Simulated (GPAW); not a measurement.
Runs of GPAW 26.7.0 on SiF. It takes space group Pm-3m (No. 221, cubic). The conventional cell has a = 3.029 Å, b = 3.029 Å, c = 3.029 Å, α = 90.00°, β = 90.00°, γ = 90.00°. Si (site symmetry m-3m) has 8 F at 2.62 Å as nearest neighbours. Around F (site symmetry m-3m) lie 8 Si at 2.62 Å. The cell was built by a generator and needn't be a form met in nature.

| potentials or basis | data set | pressure (GPa) |
| --- | --- | --- |
| the program's PAW data sets (release 1.2.1) made for this functional, newer versions, pw | F v2 | -6.0 |
| PAW data sets generated in the run's folder for this functional, pw | - | -6.8 |
| the program's PAW data sets (release 1.2.1) made for this functional, pw | - | -6.8 |
| JTH PAW 2.0, LDA, pw | F jth, Si jth | (a) |

Alike in all rows: task band structure; level LDA; no spin polarisation; cell as given; k mesh 9 × 9 × 9; cutoff (eV) 800; smearing fermi-dirac 0.05 eV.

**Question.** Fill in the values left out.

**Answer.** (a) -6.4.

Caveats: an odd number of electrons without spin polarisation forces a metal; a magnetic or distorted state may lie lower; the program truncates these outside data sets (some runs).
